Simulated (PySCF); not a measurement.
# A diatomic session: MgAs−

What are the lowest state that PBE0 finds, the bond length, vibrational wavenumber and bond energy of MgAs−, and how much do these hang on the method?

Program: PySCF 2.14.0. Level of theory: Mg aug-cc-pVDZ, As aug-cc-pVDZ-PP with ECP10, scalar-relativistic core potentials. These are calculated values, not measurements.

2 further runs of the same task are left out: 2 set aside as unsound or not needed.

## Step 1: The job

A driver script around PySCF takes these settings:

```yaml
atoms: Mg, As
charge: -1
basis: Mg aug-cc-pVDZ, As aug-cc-pVDZ-PP with ECP10
Hamiltonian: scalar-relativistic core potentials
basis_functions: 59
electrons_treated: 36
masses_in_u: 23.9850, 74.9216
levels: PBE0, PBE, r²SCAN, BLYP, MN15, TPSS, MP2, SCS-MP2
grid: 80 radial by 434 angular points
occupations: held fixed by the projection of orbital angular momentum
dissociation_limit: Mg + As−, each in its ground configuration
starting_distance_in_angstrom: 2.630
values_of_2S_to_try: 0, 2
```

Launch:

```console
$ OMP_NUM_THREADS=1 python dia.py task.json out
```

The runs that follow: PBE0 along the bond; Excited determinants; PBE (GGA); r²SCAN; BLYP; MN15 (hybrid meta-GGA); TPSS (meta-GGA).

Q: Predict the outcome of this session. Wanted: for each run, Re; ωe; De; μ.

**Answer**, as computed:

Lowest PBE0 solution found, without spin–orbit coupling: ³Π (triplet), unpaired electrons σ ↑, π ↑. State 2 has its PBE0 minimum 0.10 eV higher, as a spin-mixed determinant (⟨S²⟩ = 1.02), so this is no gap between pure states. State 3 has its PBE0 minimum 0.54 eV higher. The other levels ran on the lowest alone.

| level | Re (Å) | ωe (cm⁻¹) | De (eV) | μ (D) |
| --- | --- | --- | --- | --- |
| PBE | 2.534 | 282.5 | 1.45 | 2.06 |
| BLYP | 2.560 | 265.8 | 1.18 | 1.95 |
| TPSS | 2.523 | 289.9 | 1.49 | 2.01 |
| r²SCAN | 2.506 | 297.9 | 1.54 | 1.77 |
| PBE0 | 2.515 | 288.1 | 1.38 | 1.78 |
| MN15 | 2.561 | 252.2 | 1.18 | 1.90 |

De is counted to Mg + As− in their ground configurations. A positive dipole points from Mg to As; in an ion it is taken about the centre of mass and does not tell which atom is negative. No constants: ROHF-MP2 (the points don't follow one smooth fit); ROHF-SCS-MP2 (the points don't follow one smooth fit).

**Reading.** The methods spread over 0.055 Å in bond length, from r²SCAN to MN15. Of the levels with a De here, BLYP gives the least (1.18 eV) and r²SCAN the most (1.54 eV).

Correlated steps freeze 5 core orbitals. With some functionals the highest level of the anion is positive, from self-interaction error or because the anion is truly unbound there; the finite basis then holds the extra electron, and no neutral molecule was run to test the binding.
